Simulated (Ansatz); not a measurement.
# WC, space group Fm-3m: a series of slab calculations

With Ansatz 0.2.0, Python API.

`POSCAR_wc`
```text
WC
1.0
   0.00000000    2.19268400    2.19268400
   2.19268400    0.00000000    2.19268400
   2.19268400    2.19268400    0.00000000
W C
1 1
Direct
   0.00000000    0.00000000    0.00000000
   0.50000000    0.50000000    0.50000000
```

At the Python prompt:
```pycon
>>> import ansatz as az
>>> from ase.build import surface
>>> from ase.io import read
>>> import numpy as np
>>> from tabulate import tabulate
>>> FUNCTIONAL = "LDA"
>>> FILLING = "fermi_dirac"
>>> SCF_TOL = 1e-08
>>> MESH = (6, 6, 1)
>>> atoms = read("POSCAR_wc", format="vasp")
>>> # the plane is named in the basis of this cell
>>> rows = []
>>> for value in [3.0, 4.0, 5.0, 6.5, 8.0]:
...     slab = surface(atoms, (1, 0, 0), 2, vacuum=value)
...     slab.pbc = True
...     setup = (
...         az.Crystal.from_ase(slab).calculation()
...         .functional(FUNCTIONAL)
...         .occupations(FILLING)  # the run then minimises F = E - TS
...         .scf(tolerance=SCF_TOL)
...         .kpoints(*MESH)  # the mesh must be finer for metals
...         .electric_field(axis=3, dipole_correction=True)
...     )
...     report = setup.run().report
...     face = report["work_function"]
...     rows.append((value, len(slab), report["free_energy_ev"], face["dipole_moment_e_ang"], face.get("phi_plus_ev"), face.get("phi_minus_ev")))
...
DeckWarning: basis.ecutwfc = 420 eV, auto-derived from the records' recommended cutoffs: set by W (normal level)
RunWarning: efield: at this solve's end the planar-averaged density reaches 3.99e-2 e/Å³ inside the ramp window [0.8479, 0.1521] (bound 1e-5 e/Å³); the window's nearer edge stands 1.51 Å from this [...]
>>> print(tabulate(rows, headers=["vacuum each side (A)", "atoms", "F (eV)", "dipole (e A)", "phi upper (eV)", "phi lower (eV)"], floatfmt=".4f", missingval="-"))
  vacuum each side (A)    atoms       F (eV)    dipole (e A)    phi upper (eV)    phi lower (eV)
----------------------  -------  -----------  --------------  ----------------  ----------------
                3.0000        4  -20740.6095         -0.0900            6.9680            4.6597
                4.0000        4  -20740.6076         -0.0673            6.8937            5.4019
                5.0000        4  -20740.6077         -0.0643            6.8756            5.4751
                6.5000        4  -20740.6077         -0.0639            6.8727            5.4841
                8.0000        4  -20740.6077         -0.0639            6.8725            5.4846
```

Total energies depend on the potentials; only differences at equal settings carry meaning. A total without «per atom» is that of the cell as typed. The run is spin-unpolarised. The density doesn't vanish in the vacuum (a short gap or a low cutoff), which blurs the vacuum level. For a metal this k-point mesh is coarse: on a finer one energies can move by several to tens of meV an atom and pressures by half a GPa or more, differences at one mesh by less. Spin-orbit coupling, which matters for elements this heavy, is left out. The structure comes from a database of computed cells and needn't be a stable or known phase. Warnings are shown shortened and without file and line. The slabs are thin, unrelaxed cuts of the structure as given, on a modest mesh, so the surface energy isn't converged; Miller indices refer to the cell as typed, and unlike faces give only a mean. Wall time of the script: 4.9 s on 1 thread of Intel(R) Xeon(R) 6975P-C (Granite Rapids), on a shared host, peak memory 0.47 GiB.
